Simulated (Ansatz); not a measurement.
# Cd (Cadmium): properties at the relaxed cell

One table from this session's results is given with a row withheld; the runs are named, their logs left out.

Method: DFT r2SCAN, scalar-relativistic, plane waves, PAW, in Ansatz 0.2.0.

1 further run of the same task is left out (set aside as unsound or not needed).

### The starting structure

Symmetry: P6_3/mmc, No. 194, hexagonal system. The conventional cell has a = 2.962 Å, b = 2.962 Å, c = 5.797 Å, α = 90.00°, β = 90.00°, γ = 120.00°. Cd (site symmetry -6m2) has 12 Cd at 2.96 to 3.37 Å as nearest neighbours.

Coordinates:

```
CELL_PARAMETERS angstrom
2.96178 0.00000 0.00000
-1.48089 2.56498 0.00000
0.00000 0.00000 5.79703
ATOMIC_POSITIONS crystal
Cd 0.33333 0.66667 0.25000
Cd 0.66667 0.33333 0.75000
```

This cell was relaxed beforehand with the same method: volume 22.02 Å³/atom, gap on the mesh none (metal).

The first run:

Contents of input.yaml:

```yaml
crystal:
  lattice:
    - [2.9617834797, 0.0, 0.0]
    - [-1.4808917399, 2.5649797339, 0.0]
    - [0.0, 0.0, 5.7970272038]
  atoms:
    - { symbol: Cd, position: [0.3333333333, 0.6666666667, 0.25] }
    - { symbol: Cd, position: [0.6666666667, 0.3333333333, 0.75] }
basis:
  ecutwfc: 500
kpoints:
  mp_grid: { grid: [18, 18, 8] }
  band_path:
    path:
      - [[0.0, 0.0, 0.0], [0.5, 0.0, 0.0], [0.33333333, 0.33333333, 0.0], [0.0, 0.0, 0.0], [0.0, 0.0, 0.5], [0.5, 0.0, 0.5], [0.33333333, 0.33333333, 0.5], [0.0, 0.0, 0.5]]
      - [[0.5, 0.0, 0.5], [0.5, 0.0, 0.0]]
      - [[0.33333333, 0.33333333, 0.5], [0.33333333, 0.33333333, 0.0]]
    npoints: 14
hamiltonian:
  xc: r2scan
scf:
  occupations: { method: gaussian, width: 0.1 }
  n_extra_bands: 6
output:
  forces: true
  stress: true
  eigenvalues: true
  populations: true
  dos: { projected: true, de: 0.02, nscf_kmesh: { grid: [27, 27, 12] } }
  bader: true
```

On the command line:

```
$ ansatz run input.yaml --threads 1 --pin off --max-ram 2560MiB --backend cpu --events-out ev --progress --plain --runs-dir out
```

Steps of the session up to this table: Electronic structure at the relaxed geometry; Volume × 0.97; Point at V/V0 = 1.03; Volume × 0.94; Point at V/V0 = 1.06.

One table of the session follows, with a row left open; its other results are not shown here.

It belongs to the step «Equation of state». 

| volume (Å³/atom) | energy above the lowest point (meV/atom) | pressure (GPa) |
| --- | --- | --- |
| 20.699 | 13.5 | 3.45 |
| 21.359 | 3.2 | 1.59 |
| 22.020 | 0.0 | 0.01 |
| 22.680 | ? | ? |
| 23.341 | 10.1 | -2.23 |

Estimate the missing values for volume (Å³/atom) = 22.680.

Worked estimate for «energy above the lowest point (meV/atom)». A straight line through the neighbours (22.020, 0.0) and (23.341, 10.1) gives 0.0 + (10.1 − 0.0) × (22.680 − 22.020) / (23.341 − 22.020) = 5.0; a parabola fitted to 3 rows on both sides gives 2.3.

As computed: energy above the lowest point (meV/atom): 2.7; pressure (GPa): -1.24. In «energy above the lowest point (meV/atom)» the line misses by +2.3 and the parabola by -0.4.
